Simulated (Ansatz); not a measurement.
I need a rigid scan of one bond length of C2H3AlN, SMILES [CH3][Al][C]#N. Use the Ansatz DFT code, driven from Python. Use (for the species named): MP2, cc-pVDZ basis, multiplicity 2.

```tsv
atom	x (Å)	y (Å)	z (Å)
C	-0.6609	0.8682	-0.3942
Al	0.8971	0.2936	0.5894
C	1.2449	-1.6000	0.7244
N	1.5759	-2.7226	0.8226
H	-0.3940	1.5541	-1.2677
H	-1.3692	1.5029	0.2753
H	-1.2326	0.0358	-0.7954
```

`c2h3aln.py`:
```python
import ansatz as az
import numpy as np

BASIS_SET = "cc-pVDZ"
LEVEL = "mp2"


def main() -> None:
    c2h3aln = (
        az.Crystal.molecule()
        .atom("C", (-0.6609, 0.8682, -0.3942))
        .atom("Al", (0.8971, 0.2936, 0.5894))
        .atom("C", (1.2449, -1.6, 0.7244))
        .atom("N", (1.5759, -2.7226, 0.8226))
        .atom("H", (-0.394, 1.5541, -1.2677))
        .atom("H", (-1.3692, 1.5029, 0.2753))
        .atom("H", (-1.2326, 0.0358, -0.7954))
    )

    symbols = [site.symbol for site in c2h3aln.cartesian_sites]
    start = np.array([site.position_ang for site in c2h3aln.cartesian_sites])
    axis = (start[5] - start[0]) / np.linalg.norm(start[5] - start[0])
    moving = [5]
    lengths, energies = [1.024, 1.07, 1.117, 1.163, 1.21, 1.256, 1.303, 1.372], []
    for length in lengths:
        xyz = start.copy()
        xyz[moving] += (length - np.linalg.norm(start[5] - start[0])) * axis
        point = az.Crystal.molecule()
        for symbol, place in zip(symbols, xyz):
            point = point.atom(symbol, place.tolist())
        job = point.calculation()
        job = job.basis(gaussian=BASIS_SET).correlation(LEVEL)
        job = job.spin("collinear", total=1)
        rep = job.run(threads=1, pin="off").report
        energies.append(rep["free_energy_ev"])
        print(f"r = {length:6.3f} A  E = {energies[-1]:.5f} eV  <S^2> = {abs(rep['mean_field']['state']['spin_squared']):.3f}")

    fit = np.polynomial.Polynomial.fit(lengths, np.array(energies) - min(energies), 4).convert()
    roots = [r.real for r in fit.deriv().roots() if abs(r.imag) < 1e-9 and fit.deriv(2)(r.real) > 0]
    r_e = min(roots, key=lambda r: abs(r - lengths[int(np.argmin(energies))]))
    print(f"minimum of the fit at {r_e:.4f} A, force constant {fit.deriv(2)(r_e):.2f} eV/A^2")


if __name__ == "__main__":
    main()
```

```console
$ python c2h3aln.py
r =  1.024 A  E = -10185.18615 eV  <S^2> = 0.767
r =  1.070 A  E = -10185.29632 eV  <S^2> = 0.767
r =  1.117 A  E = -10185.31845 eV  <S^2> = 0.767
r =  1.163 A  E = -10185.27195 eV  <S^2> = 0.766
r =  1.210 A  E = -10185.17136 eV  <S^2> = 0.766
r =  1.256 A  E = -10185.03365 eV  <S^2> = 0.766
r =  1.303 A  E = -10184.86317 eV  <S^2> = 0.766
r =  1.372 A  E = -10184.57512 eV  <S^2> = 0.765
minimum of the fit at 1.1067 A, force constant 33.76 eV/A^2
```

Caveats:
- Total energies depend on the basis set; only differences at equal settings carry meaning.
- The rest of the molecule is held rigid at a force-field or estimated start geometry, and the basis set is modest; single-reference methods fail as a bond breaks.
- The run takes the species as open-shell (spin multiplicity 2), which needn't be its ground state.
- S² is that of the Hartree-Fock reference.
- Timing: 13 s on 1 thread of INTEL(R) XEON(R) PLATINUM 8581C CPU @ 2.10GHz (Emerald Rapids), on a shared host, peak memory 0.22 GiB.
